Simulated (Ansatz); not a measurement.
# MnNi3 (Pm-3m): equation of state

One table from this session's results is given with a row withheld; the runs are named, their logs left out.

Method: DFT LDA, scalar-relativistic, plane waves, PAW, in Ansatz 0.2.0.

## The starting structure

It takes space group Pm-3m (No. 221, cubic). Conventional cell: a = 3.456 Å, b = 3.456 Å, c = 3.456 Å, α = 90.00°, β = 90.00°, γ = 90.00°. Around Mn (site symmetry m-3m) lie 12 Ni at 2.44 Å. Around Ni (site symmetry 4/mmm) lie 4 Mn at 2.44 Å and 8 Ni at 2.44 Å.

Structure file:

```
CELL_PARAMETERS angstrom
3.45630 0.00000 0.00000
0.00000 3.45630 0.00000
0.00000 0.00000 3.45630
ATOMIC_POSITIONS crystal
Mn 0.00000 0.00000 0.00000
Ni 0.00000 0.50000 0.50000
Ni 0.50000 0.00000 0.50000
Ni 0.50000 0.50000 0.00000
```

This cell comes from an earlier session at LDA: 10.322 Å³/atom at 0.10 GPa, on a 12×12×12 mesh.

Volume factors to run: 0.980, 1.020, 0.960, 1.040.

The first run:

Input file input.yaml:

```yaml
crystal:
  lattice:
    - [3.4331063303, 0.0, 0.0]
    - [0.0, 3.4331063303, 0.0]
    - [0.0, 0.0, 3.4331063303]
  atoms:
    - { symbol: Mn, position: [0.0, 0.0, 0.0], spin: 2.98 }
    - { symbol: Ni, position: [0.0, 0.5, 0.5], spin: 0.51 }
    - { symbol: Ni, position: [0.5, 0.0, 0.5], spin: 0.51 }
    - { symbol: Ni, position: [0.5, 0.5, 0.0], spin: 0.51 }
basis:
  ecutwfc: 420
  ecutrho_ratio: 4
kpoints:
  mp_grid: { grid: [12, 12, 12] }
hamiltonian:
  xc: lda
scf:
  occupations: { method: gaussian, width: 0.05 }
output:
  forces: true
  stress: true
  eigenvalues: true
  populations: true
magnetization:
  spin_polarized: true
```

On the command line:

```bash
$ ansatz run input.yaml --threads 2 --pin off --max-ram 5120MiB --backend cpu --events-out ev --progress --plain --runs-dir out
```

Among the steps run: Volume × 0.980; Scaling the volume by 1.020; Volume × 0.960; Volume × 1.040.

One of the session's tables, all rows but one given; the rest of the session is left out.

It belongs to the step «Energy and pressure against volume». 

```
volume (Å³/atom)  energy (meV/atom)  pressure (GPa)  moment of atom 1 (μB)
           9.909              13.36           10.65                   2.58
          10.116                  ?               ?                      ?
          10.322               0.00            0.10                   2.71
          10.529               2.73           -4.29                   2.78
          10.735              10.79           -8.16                   2.85
```

Q: Estimate the row for volume (Å³/atom) = 10.116 from the others.

Worked estimate for «energy (meV/atom)». A straight line through the neighbours (9.909, 13.36) and (10.322, 0.00) gives 13.36 + (0.00 − 13.36) × (10.116 − 9.909) / (10.322 − 9.909) = 6.66; a parabola fitted to 3 rows on both sides gives 3.53.

As computed: energy (meV/atom): 3.30; pressure (GPa): 5.05; moment of atom 1 (μB): 2.65. In «energy (meV/atom)» the line misses by +3.36 and the parabola by +0.23.

To keep in mind: Warnings in the runs' records: stability check not made.
